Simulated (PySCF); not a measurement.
# B₄⁺: quartet, from a rhombus start

Where does quartet B₄⁺ go from a rhombus start, is the end point a minimum, and what are its modes, charges and moments?

Program: PySCF 2.14.0. Level of theory: PBE0, basis B def2-TZVP, no relativity, density fitting. These are calculated values, not measurements.

**1. Starting geometry**

4 atoms, charge 1, spin multiplicity 4.

Bond lengths: B1–B2 1.700 Å, B1–B3 1.700 Å, B1–B4 1.700 Å, B2–B3 1.700 Å, B2–B4 1.700 Å. Angles: B2–B1–B3 60.0°, B2–B1–B4 60.0°, B3–B1–B4 120.0°, B1–B2–B3 60.0°, B1–B2–B4 60.0°, B3–B2–B4 120.0°, B1–B3–B2 60.0°, B1–B4–B2 60.0°.

Coordinates in bohr (charge 1 multiplicity 4):
```
B     0.0000    1.6063    0.0000
B     0.0000   -1.6063    0.0000
B     2.7821    0.0000    0.0000
B    -2.7821    0.0000    0.0000
```

**2. The SCF at the typed geometry**

The steps below are one call of a driver around PySCF. For each, scf.py gives the equivalent set-up of the SCF; relaxations use the driver's own optimiser. After this first run the driver tries any further starts and a stability analysis.

scf.py reads:

```python
from pyscf import gto, scf, dft
mol = gto.M(atom='''
B      0.000000     0.850000     0.000000
B      0.000000    -0.850000     0.000000
B      1.472200     0.000000     0.000000
B     -1.472200     0.000000     0.000000''',
    basis={'B': 'def2-TZVP'},
    charge=1, spin=3)
mf = dft.UKS(mol, xc='PBE0')
mf.grids.atom_grid = (50, 194)
aux = {'B': 'def2-universal-JKFIT'}
mf = mf.density_fit(auxbasis=aux)
mf.conv_tol = 1e-08
mf.diis_space = 10
mf.max_cycle = 60
mf.init_guess = 'minao'
mf.verbose = 4
mf.kernel()
```

The run is started by

```
OMP_NUM_THREADS=4 python axn.py task.json out
```

Output:

```text
init E= -99.4558602198623
[... the frontier-level lines of each cycle are left out ...]
cycle= 1 E= -98.5845862359643  delta_E= 0.871  |g|= 0.163  |ddm|= 1.38
cycle= 2 E= -98.6161243431274  delta_E= -0.0315  |g|= 0.0594  |ddm|= 0.437
cycle= 3 E= -98.6188196600043  delta_E= -0.0027  |g|= 0.0314  |ddm|= 0.0859
cycle= 4 E= -98.6198035459509  delta_E= -0.000984  |g|= 0.0126  |ddm|= 0.048
cycle= 5 E= -98.619997036995  delta_E= -0.000193  |g|= 0.00348  |ddm|= 0.0169
cycle= 6 E= -98.6200271772559  delta_E= -3.01e-05  |g|= 0.00121  |ddm|= 0.0102
cycle= 7 E= -98.620030188323  delta_E= -3.01e-06  |g|= 0.000167  |ddm|= 0.00415
cycle= 8 E= -98.6200302417639  delta_E= -5.34e-08  |g|= 2.58e-05  |ddm|= 0.000553
cycle= 9 E= -98.6200302432501  delta_E= -1.49e-09  |g|= 4.52e-06  |ddm|= 8.37e-05
Extra cycle  E= -98.6200302432904  delta_E= -4.02e-11  |g|= 2.09e-06  |ddm|= 9.76e-06
converged SCF energy = -98.6200302432904  <S^2> = 3.7766459  2S+1 = 4.0133008
```

This step, with its further starts and checks, took 13 s on 4 threads of Arm Neoverse V2, shared host.

Energies from each starting density:

```csv
start,energy (Eh)
the minimal-basis guess,-98.620030
a thermally smeared density,-98.620030
a smeared PBE density,-98.620030
```

The test of internal stability and the other starts found no lower solution of this spin.

**3. Relaxation: rhombus start, quartet**

The program finds D2h symmetry in the start, which this walk keeps.

scf.py, as its differences from that of step 2:

```diff
@@ -16 +15,0 @@
-mf.init_guess = 'minao'
```

Energy and gradient, step by step:

```csv
step,energy (Eh),change (kJ/mol),largest symmetric gradient (Eh/bohr)
0,-98.620030,0.00,0.05052
1,-98.628770,-22.95,0.02399
2,-98.630524,-27.55,0.00660
3,-98.630639,-27.85,0.00064
4,-98.630640,-27.86,0.00002
```

The walk took 7.7 s.

Geometry (Å) and forces (eV/Å) at some steps:

```
step 0
B    0.000   0.850   0.000   0.000  -2.598   0.000
B    0.000  -0.850   0.000   0.000   2.598   0.000
B    1.472   0.000   0.000  -1.929   0.000   0.000
B   -1.472   0.000   0.000   1.929   0.000   0.000
step 1
B    0.000   0.816   0.000   0.000  -1.234   0.000
B    0.000  -0.816   0.000   0.000   1.234   0.000
B    1.434   0.000   0.000  -0.838   0.000   0.000
B   -1.434   0.000   0.000   0.838   0.000   0.000
step 2
B    0.000   0.786   0.000   0.000   0.340   0.000
B    0.000  -0.786   0.000   0.000  -0.340   0.000
B    1.406   0.000   0.000   0.216   0.000   0.000
B   -1.406   0.000   0.000  -0.216   0.000   0.000
step 3
B    0.000   0.793   0.000   0.000  -0.033   0.000
B    0.000  -0.793   0.000   0.000   0.033   0.000
B    1.411   0.000   0.000  -0.017   0.000   0.000
B   -1.411   0.000   0.000   0.017   0.000   0.000
step 4
B    0.000   0.792   0.000   0.000  -0.001   0.000
B    0.000  -0.792   0.000   0.000   0.001   0.000
B    1.411   0.000   0.000   0.000   0.000   0.000
B   -1.411   0.000   0.000   0.000   0.000   0.000
```

End point (D2h, 4 steps, 27.9 kJ/mol gained): B–B 1.584 Å, B–B 1.618 Å (×4); B–B–B 58.6° (×2), B–B–B 60.7° (×4), B–B–B 121.4° (×2).

**4. Hessian and properties**

On the finer grid the gradient is checked again; gradients at displacements of ±0.02 bohr then give force constants and infrared intensities.

scf.py, as its differences from that of step 3:

```diff
@@ -3,4 +3,4 @@
-B      0.000000     0.850000     0.000000
-B      0.000000    -0.850000     0.000000
-B      1.472200     0.000000     0.000000
-B     -1.472200     0.000000     0.000000''',
+B      0.000000     0.792113     0.000000
+B     -0.000000    -0.792113     0.000000
+B      1.411089    -0.000000     0.000000
+B     -1.411089     0.000000     0.000000''',
@@ -10 +10 @@
-mf.grids.atom_grid = (50, 194)
+mf.grids.atom_grid = (75, 302)
@@ -13 +13 @@
-mf.conv_tol = 1e-08
+mf.conv_tol = 1e-10
```

This SCF starts from the last density.

Log of the central SCF (cycles and frontier levels):

```text
init E= -98.6306378748308
[... the frontier-level lines of each cycle are left out ...]
cycle= 1 E= -98.6306378748274  delta_E= 3.33e-12  |g|= 2.23e-06  |ddm|= 2.72e-06
Extra cycle  E= -98.6306378748139  delta_E= 1.36e-11  |g|= 4.61e-06  |ddm|= 5.55e-06
converged SCF energy = -98.6306378748139  <S^2> = 3.773875  2S+1 = 4.0119198
```

The whole step took 35 s.

Geometry: D2h; B–B 1.584 Å, B–B 1.618 Å (×4); B–B–B 58.6° (×2), B–B–B 60.7° (×4), B–B–B 121.4° (×2).

Harmonic modes (main isotopes):

| symmetry | ω (cm⁻¹) | IR (km/mol) |
| --- | --- | --- |
| b3u | 94 | 6.1 |
| b2u | 629 | 55.0 |
| b1u | 811 | 6.4 |
| ag | 855 | 0.0 |
| b3g | 953 | 0.0 |
| ag | 1134 | 0.0 |

All wavenumbers are real: a minimum.

Constants and moments:

```
Dipole moment about the centre of mass                          : 0.00 D
Highest occupied level                                          : -13.69 eV
Lowest empty level                                              : -11.41 eV
Rotational constants                                            : 1.22, 0.3845, 0.2924 cm⁻¹
Zero-point energy                                               : 26.8 kJ/mol
Principal polarisabilities                                      : 36.7, 51.4, 67.3 bohr³
Principal traceless quadrupole moments about the centre of mass : -5.62, 1.32, 4.31 D Å
Entropy at 298.15 K and 1 bar (electronic part: spin only)      : 266.9 J/(mol K)
Heat capacity Cp at 298.15 K                                    : 53.4 J/(mol K)
Enthalpy at 298.15 K above 0 K                                  : 12.79 kJ/mol
Rotational symmetry number                                      : 4
Spin squared ⟨S²⟩                                               : 3.774
```

Populations by atom (charges in e):

```json
{"atom": "B1", "Mulliken": "0.21", "Löwdin": "0.15", "polar tensor": "0.38", "spin (Mulliken)": "0.35", "Mayer order to B1": "–"}
{"atom": "B2", "Mulliken": "0.21", "Löwdin": "0.15", "polar tensor": "0.38", "spin (Mulliken)": "0.35", "Mayer order to B1": "1.13"}
{"atom": "B3,4", "Mulliken": "0.29", "Löwdin": "0.35", "polar tensor": "0.12", "spin (Mulliken)": "1.15", "Mayer order to B1": "1.10"}
```

Mulliken populations on B1: s 3.01, p 1.68, d 0.10, f 0.01.

**5. Summary of results**

```
                                          quantity                                                                                 value
                                           minimum                                                                          quartet, D2h
                                          geometry  B–B 1.584 Å, B–B 1.618 Å (×4); B–B–B 58.6° (×2), B–B–B 60.7° (×4), B–B–B 121.4° (×2)
                                wavenumbers (cm⁻¹)                        94 (b3u), 629 (b2u), 811 (b1u), 855 (ag), 953 (b3g), 1134 (ag)
                    dipole moment (centre of mass)                                                                                0.00 D
highest occupied, lowest empty level (either spin)                                                                     -13.69, -11.41 eV
                         polar-tensor charge of B1                                                                               +0.38 e
                                 zero-point energy                                                                           26.8 kJ/mol
                               entropy at 298.15 K                                                                       266.9 J/(mol K)
                                              ⟨S²⟩                                                                                 3.774
```

**Reading.** The molecule stays D2h, as typed, and the end point is a minimum. The strongest infrared band lies at 629 cm⁻¹ (b2u). Only this shape and spin were tried, so other structures or states may lie lower.

The search up to here took 56 s.
